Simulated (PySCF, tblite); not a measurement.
# C₅H₁₃GeNO: geometry, infrared bands and NMR shifts

Aim: predict the infrared bands and NMR shifts of C₅H₁₃GeNO (`C[CH2][GeH2][C](=O)CCN`).

Computed with tblite 0.8.0 and PySCF 2.14.0, with density-fitted response routines of our own, on a single molecule in the gas phase. Atoms count from 0, in the outputs and in this text.

## Step 1: Starting geometry

21 atoms, charge 0, multiplicity 1; geometry from: force field or distance geometry start.

Bonds of the start (Å): C0–C1 1.51, C1–Ge2 1.96, Ge2–C3 1.93, C3–O4 1.25, C3–C5 1.47, C5–C6 1.51, C6–N7 1.45, C0–H8 1.11, C0–H9 1.09, C0–H10 1.11, C1–H11 1.09, C1–H12 1.13, Ge2–H13 1.54, Ge2–H14 1.53, C5–H15 1.07, C5–H16 1.13, C6–H17 1.10, C6–H18 1.11, N7–H19 1.04, N7–H20 1.05.

## Step 2: Optimising the geometry with GFN2-xTB

What the job is given:

```
{"job": {"kind": "relax", "xc": "GFN2-xTB", "basis": "xTB"}, "charge": 0, "multiplicity": 1}
C     -3.550600    -0.056200    -0.279200
C     -2.290000     0.716600     0.006500
Ge    -0.927000    -0.422000     0.845200
C      0.705400     0.608200     0.917700
O      0.987800     1.152700     2.007900
C      1.558200     0.685600    -0.275000
C      2.440800    -0.526200    -0.462100
N      3.292200    -0.643800     0.700700
H     -4.296400     0.721100    -0.562400
H     -3.472800    -0.743100    -1.118200
H     -3.923100    -0.554600     0.640200
H     -1.858100     1.145900    -0.893500
H     -2.507900     1.536100     0.755200
H     -1.363300    -0.629000     2.308500
H     -0.699700    -1.713200     0.061500
H      1.049100     0.912700    -1.193300
H      2.280900     1.537500    -0.076200
H      3.080600    -0.369000    -1.344400
H      1.841100    -1.444200    -0.650100
H      4.243700    -0.238400     0.572200
H      3.399900    -1.659800     0.920300
```

Command:

```console
$ OMP_NUM_THREADS=1 python probes_run.py task.json out
```

The driver reads the jobs from task.json and runs them one after another.

Standard output:

```text
step      E/eV     max force
  0    -712.20312    3.093
  1    -712.42179    3.343
  2    -712.51907    0.793
  3    -712.56578    0.647
  4    -712.62876    0.453
  5    -712.64802    0.414
  6    -712.67097    0.253
  7    -712.68660    0.255
  8    -712.70216    0.285
  9    -712.71262    0.269
 10    -712.71992    0.173
 11    -712.72469    0.145
 12    -712.72841    0.178
 13    -712.73167    0.192
 14    -712.73465    0.132
 15    -712.73755    0.121
 16    -712.74063    0.142
 17    -712.74378    0.194
 18    -712.74694    0.180
 19    -712.75029    0.124
 20    -712.75418    0.154
 21    -712.75860    0.184
 22    -712.76315    0.225
 23    -712.76787    0.205
 24    -712.77300    0.149
 25    -712.77822    0.177
 26    -712.78284    0.138
 27    -712.78631    0.143
 28    -712.78884    0.141
 29    -712.78950    0.332
 30    -712.79306    0.127
 31    -712.79511    0.082
 32    -712.79756    0.079
 33    -712.79868    0.091
 34    -712.80004    0.077
 35    -712.80137    0.075
 36    -712.80220    0.062
 37    -712.80271    0.049
 38    -712.80318    0.058
 39    -712.80351    0.040
 40    -712.80375    0.033
 41    -712.80394    0.036
 42    -712.80418    0.041
 43    -712.80450    0.055
 44    -712.80487    0.049
 45    -712.80522    0.043
 46    -712.80552    0.042
 47    -712.80580    0.048
 48    -712.80610    0.050
 49    -712.80641    0.040
 50    -712.80670    0.038
 51    -712.80696    0.041
 52    -712.80727    0.046
 53    -712.80771    0.069
 54    -712.80832    0.087
 55    -712.80895    0.076
 56    -712.80943    0.050
 57    -712.80981    0.057
 58    -712.81024    0.072
 59    -712.81081    0.081
 60    -712.81150    0.093
 61    -712.81226    0.061
 62    -712.81302    0.049
 63    -712.81342    0.052
 64    -712.81418    0.056
 65    -712.81486    0.061
 66    -712.81549    0.065
 67    -712.81592    0.059
 68    -712.81647    0.056
 69    -712.81739    0.072
 70    -712.81841    0.095
 71    -712.81990    0.101
 72    -712.82109    0.082
 73    -712.82222    0.100
 74    -712.82338    0.100
 75    -712.82479    0.144
 76    -712.82625    0.101
 77    -712.82772    0.089
 78    -712.82850    0.083
 79    -712.82972    0.113
 80    -712.83200    0.120
 81    -712.83323    0.105
 82    -712.83439    0.118
 83    -712.83517    0.141
 84    -712.83699    0.109
 85    -712.83973    0.132
 86    -712.84179    0.141
 87    -712.84433    0.116
 88    -712.84725    0.110
 89    -712.84983    0.152
 90    -712.85407    0.124
 91    -712.85884    0.117
 92    -712.86345    0.164
 93    -712.86691    0.110
 94    -712.86886    0.127
 95    -712.87120    0.102
 96    -712.87266    0.109
 97    -712.87434    0.086
 98    -712.87703    0.117
 99    -712.88045    0.121
100    -712.88439    0.159
101    -712.88820    0.184
102    -712.89135    0.172
103    -712.89417    0.136
104    -712.89664    0.133
105    -712.89836    0.184
106    -712.90041    0.163
107    -712.90200    0.152
108    -712.90345    0.088
109    -712.90625    0.108
110    -712.90901    0.109
111    -712.91097    0.127
112    -712.91276    0.118
113    -712.91427    0.118
114    -712.91645    0.089
115    -712.91885    0.124
116    -712.92142    0.193
117    -712.92409    0.160
118    -712.92786    0.172
119    -712.93160    0.131
120    -712.93545    0.181
121    -712.94036    0.154
122    -712.94424    0.268
123    -712.94843    0.206
124    -712.95200    0.201
125    -712.95783    0.210
126    -712.96454    0.237
127    -712.96899    0.231
128    -712.97317    0.171
129    -712.97521    0.277
130    -712.97658    0.195
131    -712.97918    0.188
132    -712.98090    0.232
133    -712.98316    0.132
134    -712.98548    0.139
135    -712.98779    0.095
136    -712.99008    0.113
137    -712.99282    0.168
138    -712.99550    0.296
139    -712.99965    0.157
140    -713.00339    0.173
141    -713.00569    0.183
142    -713.00780    0.111
143    -713.01074    0.159
144    -713.01303    0.092
145    -713.01351    0.178
146    -713.01470    0.068
147    -713.01526    0.068
148    -713.01608    0.067
149    -713.01669    0.090
150    -713.01747    0.086
151    -713.01829    0.106
152    -713.01917    0.069
153    -713.02014    0.090
154    -713.02169    0.129
155    -713.02380    0.140
156    -713.02592    0.096
157    -713.02753    0.248
158    -713.02838    0.278
159    -713.03076    0.110
160    -713.03254    0.177
161    -713.03455    0.220
162    -713.03668    0.172
163    -713.03891    0.094
164    -713.04037    0.103
165    -713.03945    0.410
166    -713.04184    0.056
167    -713.04240    0.084
168    -713.04326    0.084
169    -713.04385    0.103
170    -713.04444    0.046
171    -713.04515    0.049
172    -713.04573    0.064
173    -713.04599    0.070
174    -713.04645    0.040
175    -713.04688    0.049
176    -713.04731    0.050
177    -713.04758    0.040
178    -713.04787    0.045
179    -713.04828    0.052
180    -713.04882    0.046
181    -713.04947    0.051
182    -713.05023    0.059
183    -713.05102    0.058
184    -713.05158    0.070
185    -713.05191    0.039
186    -713.05213    0.039
187    -713.05240    0.035
188    -713.05265    0.030
189    -713.05294    0.030
190    -713.05316    0.026
191    -713.05336    0.028
192    -713.05356    0.029
193    -713.05376    0.033
194    -713.05395    0.033
195    -713.05416    0.051
196    -713.05443    0.065
197    -713.05475    0.074
198    -713.05503    0.060
199    -713.05521    0.056
200    -713.05532    0.042
201    -713.05540    0.053
202    -713.05547    0.043
203    -713.05554    0.058
204    -713.05562    0.049
205    -713.05572    0.054
206    -713.05586    0.039
207    -713.05602    0.036
208    -713.05619    0.024
209    -713.05632    0.027
210    -713.05639    0.013
211    -713.05643    0.029
212    -713.05646    0.020
213    -713.05649    0.014
214    -713.05651    0.012
215    -713.05654    0.014
216    -713.05656    0.010
217    -713.05658    0.011
218    -713.05660    0.009
```

It took 3.1 s on 1 thread of Arm Neoverse N1, shared host; peak memory 0.18 GiB.

Step by step: (not every step is listed)

```csv
step,energy from step 0 (eV),largest force (eV/Å)
0,0.0000,3.0930
1,-0.2187,3.3429
2,-0.3160,0.7934
3,-0.3627,0.6466
4,-0.4256,0.4533
5,-0.4449,0.4144
6,-0.4678,0.2530
7,-0.4835,0.2546
8,-0.4990,0.2848
28,-0.5857,0.1410
48,-0.6030,0.0501
68,-0.6133,0.0564
88,-0.6441,0.1099
108,-0.7003,0.0876
128,-0.7700,0.1709
148,-0.8130,0.0669
168,-0.8401,0.0837
188,-0.8495,0.0298
208,-0.8531,0.0239
213,-0.8534,0.0144
214,-0.8534,0.0122
215,-0.8534,0.0136
216,-0.8534,0.0102
217,-0.8535,0.0114
218,-0.8535,0.0094
```

Close pairs (by a distance rule), those that changed most:

```csv
bond,before (Å),after (Å),change (Å)
Ge2–C3,1.932,2.015,+0.084
C3–O4,1.251,1.206,-0.045
C5–H16,1.135,1.094,-0.041
C1–H12,1.131,1.092,-0.039
C3–C5,1.468,1.507,+0.039
Ge2–H13,1.541,1.506,-0.035
N7–H20,1.045,1.014,-0.031
N7–H19,1.042,1.015,-0.027
```

The next job starts from the end point, and lists it.

## Step 3: Infrared spectrum with GFN2-xTB

What the job is given:

```
{"job": {"kind": "ir", "xc": "GFN2-xTB", "basis": "xTB"}, "charge": 0, "multiplicity": 1}
C     -3.495319    -0.346678     0.356197
C     -2.343636     0.624927     0.135353
Ge    -0.550566    -0.214197     0.339655
C      0.738684     1.254709    -0.152520
O      0.277632     2.316874    -0.488767
C      2.227609     1.032713    -0.077299
C      2.597010    -0.407457    -0.404368
N      1.975739    -1.279079     0.577698
H     -4.455652     0.157203     0.255314
H     -3.455656    -1.158067    -0.368954
H     -3.440316    -0.785233     1.351625
H     -2.422121     1.065592    -0.860129
H     -2.427091     1.454133     0.840716
H     -0.410414    -0.714144     1.753255
H     -0.469680    -1.410037    -0.573336
H      2.737149     1.734276    -0.740788
H      2.522039     1.259282     0.951868
H      3.692697    -0.512305    -0.447141
H      2.192052    -0.667340    -1.386429
H      2.397564    -1.134387     1.489821
H      2.103356    -2.253843     0.329842
```

Standard output:

```text
mode    cm-1     km/mol
  1      30.5      3.08
  2      41.8      0.13
  3      78.7      1.38
  4      98.2      0.38
  5     155.9     25.15
  6     180.6      0.45
  7     217.1      0.27
  8     241.4      0.28
  9     263.9      5.02
 10     309.0      9.74
 11     341.9     28.97
 12     350.9     29.75
 13     436.7     11.90
 14     520.6     46.94
 15     553.8     54.56
 16     570.9      5.88
 17     640.8     22.32
 18     678.3    276.82
 19     757.7     35.61
 20     816.0    180.29
 21     836.7     26.14
 22     926.0     52.46
 23     964.8      3.89
 24     969.0     15.29
 25     997.8     30.99
 26    1007.9     20.73
 27    1047.5      3.78
 28    1069.5     17.16
 29    1108.1    132.73
 30    1135.4      9.22
 31    1222.5      2.98
 32    1231.6      4.61
 33    1251.5     19.63
 34    1265.8      3.52
 35    1305.4      0.64
 36    1353.7     12.53
 37    1413.0      0.43
 38    1430.1      9.61
 39    1469.0      0.41
 40    1484.4      0.33
 41    1505.0      0.94
 42    1505.4      3.31
 43    1548.6     41.93
 44    1728.1    272.75
 45    1903.7    264.33
 46    1978.1    519.89
 47    2846.9    109.29
 48    2945.1      6.14
 49    2952.7     39.53
 50    2963.1     44.47
 51    2970.7     29.52
 52    2980.1     27.23
 53    3005.2     62.65
 54    3007.0     59.60
 55    3016.3     28.39
 56    3382.7      4.63
 57    3416.8      0.88
```

Run time: 1.5 s. Hardware: 1 thread of Arm Neoverse N1, shared host; peak memory 0.18 GiB.

Which atoms move in the most intense modes:

```csv
cm⁻¹,km/mol,atoms
678,276.8,"H14 50 %, H13 35 %"
816,180.3,"H13 47 %, H14 46 %"
1108,132.7,"C3 33 %, H15 17 %, C5 16 %, C6 11 %"
1728,272.8,"C3 59 %, O4 41 %"
1904,264.3,"H14 53 %, H13 46 %"
1978,519.9,"H13 53 %, H14 46 %"
2847,109.3,H17 92 %
3005,62.6,"H8 65 %, H10 25 %"
```

## Step 4: Nuclear shieldings: PBE0/pcSseg-1

Settings changed since step 3:

```diff
@@ -1,2 +1,2 @@
-{"job": {"kind": "ir", "xc": "GFN2-xTB", "basis": "xTB"}, "charge": 0, "multiplicity": 1}
+{"job": {"kind": "nmr", "xc": "PBE0", "basis": "pcSseg-1"}, "charge": 0, "multiplicity": 1}
 C     -3.495319    -0.346678     0.356197
```

Method: GIAO PBE0/pcSseg-1 NMR shielding, non-relativistic, gas phase.

Standard output:

```text
coarse grid: 75752 points
cycle   1  E = -2404.2266271162  dE =  1.373e-01  |g| = 1.171e+00  |ddm| = 4.063e+00
cycle   2  E = -2403.7488053111  dE =  4.778e-01  |g| = 1.917e+00  |ddm| = 2.537e+00
cycle   3  E = -2404.3773203856  dE = -6.285e-01  |g| = 4.335e-01  |ddm| = 2.150e+00
cycle   4  E = -2404.4108221956  dE = -3.350e-02  |g| = 9.430e-02  |ddm| = 3.539e-01
cycle   5  E = -2404.4121846409  dE = -1.362e-03  |g| = 1.980e-02  |ddm| = 8.584e-02
cycle   6  E = -2404.4122759001  dE = -9.126e-05  |g| = 5.306e-03  |ddm| = 2.425e-02
cycle   7  E = -2404.4122809307  dE = -5.031e-06  |g| = 1.764e-03  |ddm| = 4.792e-03
final grid: 161120 points
cycle   8  E = -2404.4123680869  dE =  9.133e-07  |g| = 2.907e-03  |ddm| = 4.997e-03
cycle   9  E = -2404.4123638372  dE =  4.250e-06  |g| = 5.592e-03  |ddm| = 6.123e-03
cycle  10  E = -2404.4123697045  dE = -5.867e-06  |g| = 6.040e-04  |ddm| = 4.134e-03
cycle  11  E = -2404.4123697785  dE = -7.400e-08  |g| = 4.708e-05  |ddm| = 4.906e-04
cycle  12  E = -2404.4123697789  dE = -3.829e-10  |g| = 1.204e-05  |ddm| = 4.619e-05
converged SCF energy = -2404.4123697789

GIAO shielding tensors (ppm)
atom      isotropic    diamagn.    paramagn.     s11        s22        s33       span
  0 C      175.772     244.904     -69.131    168.841    170.467    188.009     19.168
  1 C      177.560     251.432     -73.872    173.982    175.743    182.957      8.975
  2 Ge    1513.501    2756.654   -1243.153   1385.844   1458.904   1695.756    309.912
  3 C      -60.191     252.191    -312.382   -162.816   -103.205     85.448    248.265
  4 O     -498.976     401.716    -900.692  -1359.823   -481.926    344.822   1704.645
  5 C      134.172     251.955    -117.783    119.999    123.647    158.869     38.870
  6 C      145.480     245.935    -100.455    127.527    140.395    168.517     40.990
  7 N      215.720     318.686    -102.966    190.931    214.177    242.053     51.121
  8 H       30.282      26.249       4.033     24.865     27.571     38.409     13.544
  9 H       30.856      29.301       1.555     25.885     29.555     37.129     11.245
 10 H       30.834      29.009       1.825     25.807     29.654     37.041     11.235
 11 H       30.711      32.805      -2.095     25.021     29.978     37.134     12.112
 12 H       30.920      32.301      -1.382     25.518     29.992     37.248     11.730
 13 H       27.134      31.647      -4.513     19.032     25.848     36.520     17.488
 14 H       27.287      31.783      -4.496     19.452     25.989     36.421     16.970
 15 H       29.391      29.880      -0.489     25.749     28.172     34.251      8.502
 16 H       29.718      30.501      -0.782     27.154     28.130     33.871      6.717
 17 H       28.139      27.017       1.122     22.227     26.859     35.332     13.105
 18 H       28.730      30.594      -1.864     25.749     26.882     33.560      7.812
 19 H       31.148      32.108      -0.960     25.839     28.521     39.084     13.245
 20 H       30.699      31.590      -0.891     24.927     27.206     39.963     15.036
```

Run time: 92 s. Hardware: 1 thread of Arm Neoverse N1, shared host; peak memory 0.95 GiB.

Shifts follow as δ = σ(reference) − σ, with reference shieldings (ppm) from runs at the same level and on the same kind of geometry: ¹H TMS 31.72, ¹³C TMS 186.9, ¹⁵N NH3 267.7, ¹⁷O H2O 336.1, ⁷³Ge GeMe4 1331. The references are single molecules in the gas phase, so shifts against H2O, NH3, PH3, H3PO4 or CFCl3 are not on the usual liquid scales and can be off by tens of ppm. Atoms listed in one row are averaged.

```csv
atoms,environment,σ (ppm),δ (ppm)
C3,carbonyl carbon,-60.2,247.1
C5,sp3 CH2 α to a carbonyl,134.2,52.8
C6,sp3 CH2 bonded to N,145.5,41.4
C0,methyl carbon,175.8,11.2
C1,sp3 CH2 bonded to Ge,177.6,9.4
"H13, H14",hydrogen on a germanium bonded to 2 C,27.21,4.51
"H17, H18",hydrogen on an sp3 CH2 bonded to N,28.43,3.28
"H15, H16",hydrogen on an sp3 CH2 α to a carbonyl,29.55,2.16
"H8, H9, H10",hydrogen on a methyl carbon,30.66,1.06
"H11, H12",hydrogen on an sp3 CH2 bonded to Ge,30.82,0.90
"H19, H20",hydrogen on an amine nitrogen,30.92,0.79
Ge2,"germanium bonded to 2 C, 2 H",1514,-183
O4,carbonyl oxygen,-499.0,835.1
N7,amine nitrogen,215.7,52.0
```

Charges from the same density, by scheme (e):

```csv
atoms,Mulliken,IAO,Hirshfeld,ESP fit
C0,-0.27,-0.41,-0.12,-0.30
C1,-0.52,-0.50,-0.16,0.10
Ge2,0.47,0.55,0.29,0.09
C3,-0.03,0.19,0.09,0.52
O4,-0.34,-0.39,-0.22,-0.49
C5,-0.18,-0.31,-0.09,-0.31
C6,-0.10,-0.15,-0.02,0.21
N7,-0.47,-0.54,-0.18,-0.67
```

Mayer bond orders: C0–C1 1.04, C1–Ge2 0.93, Ge2–C3 0.77, C3–O4 1.96, C3–C5 0.95, C5–C6 1.02, C6–N7 0.99.

## Step 5: Outcome

| quantity | value |
| --- | --- |
| strongest single infrared mode (GFN2-xTB) | 1978 cm⁻¹, 520 km/mol |
| zero-point energy (GFN2-xTB) | 106.4 kcal/mol |
| ¹³C shifts against TMS (PBE0/pcSseg-1) | 247.1, 52.8, 41.4, 11.2, 9.4 ppm |
| ¹H shifts against TMS (PBE0/pcSseg-1, means over atoms taken as alike) | 4.51, 3.28, 2.16, 1.06, 0.90, 0.79 ppm |
| ⁷³Ge shifts against GeMe4 (PBE0/pcSseg-1) | -183 ppm |
| ¹⁷O shifts against H2O (PBE0/pcSseg-1) | 835.1 ppm |
| ¹⁵N shifts against NH3 (PBE0/pcSseg-1) | 52.0 ppm |

What this shows: Over 218 steps the energy fell by 0.853 eV; of the close pairs, Ge2–C3 changed most, 1.932 to 2.015 Å. All 57 modes are real, so the xTB geometry is a minimum. The strongest single mode, at 1978 cm⁻¹, moves mainly H13 and H14. Unscaled tight-binding wavenumbers are off by several per cent, some by more. Its intensities can rank the bands wrongly. At PBE0/pcSseg-1: The largest span, 1705 ppm, is at O4, where the paramagnetic term is -901 ppm. Spin-orbit coupling is left out, which matters for shieldings and couplings at and beside the heavy atoms.
